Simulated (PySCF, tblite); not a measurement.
# C₃H₁₀OS₂Si: geometry, infrared bands and NMR shifts

What infrared bands and NMR shifts should C₃H₁₀OS₂Si (`CSC[Si@@H](O)SC`) show?

Programs: tblite 0.8.0 and PySCF 2.14.0, with density-fitted response routines of our own. Each step states its level of theory. These are calculated values for one molecule in the gas phase, unless marked as measured. Atoms count from 0, in the outputs and in this text.

**1. The molecule as given**

17 atoms, charge 0, multiplicity 1; geometry from: force field or distance geometry start.

Bonds of the start (Å): C0–S1 1.80, S1–C2 1.83, C2–Si3 1.85, Si3–O4 1.65, Si3–S5 2.15, S5–C6 1.81, C0–H7 1.09, C0–H8 1.09, C0–H9 1.10, C2–H10 1.09, C2–H11 1.10, Si3–H12 1.47, O4–H13 0.96, C6–H14 1.09, C6–H15 1.09, C6–H16 1.09.

**2. Geometry optimisation with GFN2-xTB**

The job: settings as JSON, then the geometry in Å.

```
{"job": {"kind": "relax", "xc": "GFN2-xTB", "basis": "xTB"}, "charge": 0, "multiplicity": 1}
C     -3.451100     0.002600     0.991200
S     -1.796300     0.706600     0.919000
C     -1.105000    -0.337000    -0.411700
Si     0.678600     0.083400    -0.688700
O      1.012400     1.701700    -0.635400
S      1.874400    -0.804700     0.865600
C      3.560100    -0.343800     0.386400
H     -3.412700    -1.052900     1.247300
H     -3.959200     0.135300     0.032600
H     -4.041200     0.521600     1.767300
H     -1.241200    -1.392100    -0.161900
H     -1.687200    -0.132100    -1.325200
H      1.150400    -0.476500    -1.959000
H      0.667700     2.157800     0.139000
H      4.260800    -0.754500     1.117300
H      3.676100     0.741400     0.392800
H      3.806200    -0.744700    -0.594000
```

On the command line:

```
OMP_NUM_THREADS=1 python probes_run.py task.json out
```

One launch serves the whole session: the jobs run in the order shown.

**Question.** This job is followed by: GFN2-xTB harmonic vibrations, gas phase; GIAO PBE0/pcSseg-1 NMR shielding, non-relativistic, gas phase. Predict these results of the whole session: strongest single infrared mode (GFN2-xTB); zero-point energy (GFN2-xTB); ¹³C shifts against TMS (PBE0/pcSseg-1); ¹H shifts against TMS (PBE0/pcSseg-1, means over atoms taken as alike); ³³S shifts against CS2 (PBE0/pcSseg-1); ²⁹Si shifts against TMS (PBE0/pcSseg-1); ¹⁷O shifts against H2O (PBE0/pcSseg-1).

The runs gave:

| quantity | value |
| --- | --- |
| strongest single infrared mode (GFN2-xTB) | 810 cm⁻¹, 339 km/mol |
| zero-point energy (GFN2-xTB) | 78.9 kcal/mol |
| ¹³C shifts against TMS (PBE0/pcSseg-1) | 26.4, 26.1, 11.3 ppm |
| ¹H shifts against TMS (PBE0/pcSseg-1, means over atoms taken as alike) | 5.51, 2.22, 2.15, 2.10, 1.89, 1.59 ppm |
| ³³S shifts against CS2 (PBE0/pcSseg-1) | -91, -164 ppm |
| ²⁹Si shifts against TMS (PBE0/pcSseg-1) | -3.8 ppm |
| ¹⁷O shifts against H2O (PBE0/pcSseg-1) | 33.5 ppm |

In words: Over 224 steps the energy fell by 0.233 eV; of the close pairs, C2–Si3 changed most, 1.853 to 1.893 Å. All 45 modes are real, so the xTB geometry is a minimum. The strongest single mode, at 810 cm⁻¹, is spread over several atoms, H13, C2, Si3 among them. Unscaled tight-binding wavenumbers are off by several per cent, some by more. Its intensities can rank the bands wrongly. At PBE0/pcSseg-1: Shielding is most anisotropic at S1 (span 339 ppm, paramagnetic term -464 ppm).
